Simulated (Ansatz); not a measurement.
# C6H8N2: basis-set convergence

How large a basis does C6H8N2 need? Two functionals are run in growing sets.

Program: Ansatz 0.2.0, Gaussian basis. Level of theory: one geometry, several basis sets. These are calculated values, not measurements.

The runs, in order: PBE0-D4/def2-SVP; ωB97M-V/def2-SVP; PBE0-D4/def2-QZVPP; ωB97M-V/def2-QZVPP; the functionals' def2-TZVPP values are taken from earlier runs.

### Step 1. The geometry

All runs share one geometry, relaxed beforehand with PBE0-D4 in a triple-zeta def2 set.

16 atoms, charge 0, spin multiplicity 1.

Atoms are counted from 1 here; the program's logs count them from 0.

Bond lengths: N1–C2 1.150 Å, C2–C3 1.455 Å, C3–C4 1.529 Å, C3–H9 1.093 Å, C3–H10 1.094 Å, C4–C5 1.518 Å, C4–H11 1.094 Å, C4–H12 1.094 Å, C5–C6 1.529 Å, C5–H13 1.094 Å, C5–H14 1.094 Å, C6–C7 1.455 Å, C6–H15 1.093 Å, C6–H16 1.094 Å, C7–N8 1.150 Å. Angles: N1–C2–C3 178.2°, C2–C3–C4 112.3°, C2–C3–H9 108.3°, C2–C3–H10 108.2°, C4–C3–H9 110.5°, C4–C3–H10 110.5°, H9–C3–H10 106.9°, C3–C4–C5 112.8°, C3–C4–H11 108.0°, C3–C4–H12 109.1°, C5–C4–H11 110.0°, C5–C4–H12 109.9°, H11–C4–H12 106.9°, C4–C5–C6 112.8°, C4–C5–H13 110.0°, C4–C5–H14 109.9°, C6–C5–H13 108.0°, C6–C5–H14 109.1° and more.

### Step 2. PBE0-D4 in def2-SVP

File in.yaml:

```yaml
crystal:
  periodic: [false, false, false]
  atoms:
    - {symbol: N, position_ang: [3.022881, 0.289841, -1.790594]}
    - {symbol: C, position_ang: [2.030348, 0.796015, -1.507159]}
    - {symbol: C, position_ang: [0.759349, 1.397112, -1.132870]}
    - {symbol: C, position_ang: [-0.242672, 0.362284, -0.621444]}
    - {symbol: C, position_ang: [0.242712, -0.362296, 0.621423]}
    - {symbol: C, position_ang: [-0.759372, -1.397081, 1.132851]}
    - {symbol: C, position_ang: [-2.030345, -0.795990, 1.507215]}
    - {symbol: N, position_ang: [-3.022864, -0.289851, 1.790757]}
    - {symbol: H, position_ang: [0.357725, 1.920692, -2.004295]}
    - {symbol: H, position_ang: [0.952195, 2.154635, -0.366814]}
    - {symbol: H, position_ang: [-1.183192, 0.878407, -0.409512]}
    - {symbol: H, position_ang: [-0.448575, -0.360906, -1.416667]}
    - {symbol: H, position_ang: [1.183212, -0.878477, 0.409522]}
    - {symbol: H, position_ang: [0.448670, 0.360915, 1.416604]}
    - {symbol: H, position_ang: [-0.357770, -1.920753, 2.004239]}
    - {symbol: H, position_ang: [-0.952300, -2.154537, 0.366753]}
basis:
  gaussian: {orbitals: def2-SVP}
hamiltonian: {xc: pbe0, dispersion: d4}
output: {orbitals: {seedname: orbitals}}
```

The run is started by

```bash
$ ansatz run in.yaml --threads 2 --pin off --events-out ev --progress --plain --max-ram 32768MiB --backend cpu
```

Further steps of the session: ωB97M-V in def2-SVP; PBE0-D4 in def2-QZVPP; ωB97M-V in def2-QZVPP.

Q: Predict the results of all the runs planned. Wanted: PBE0-D4: double and triple zeta above quadruple; ωB97M-V: double and triple zeta above quadruple.

The runs gave:

```
                                       quantity           value
PBE0-D4: double and triple zeta above quadruple  10.81, 0.49 eV
ωB97M-V: double and triple zeta above quadruple  11.27, 0.46 eV
```

For PBE0-D4 the step from double to triple zeta gains 10.32 eV and the next only 0.49 eV. These are total energies; as a rule much of such shifts cancels in differences, which this series doesn't test. The LUMO of ωB97M-V is positive and keeps falling with the basis (2.46 to 1.34 eV): an unbound level that the basis holds in place.
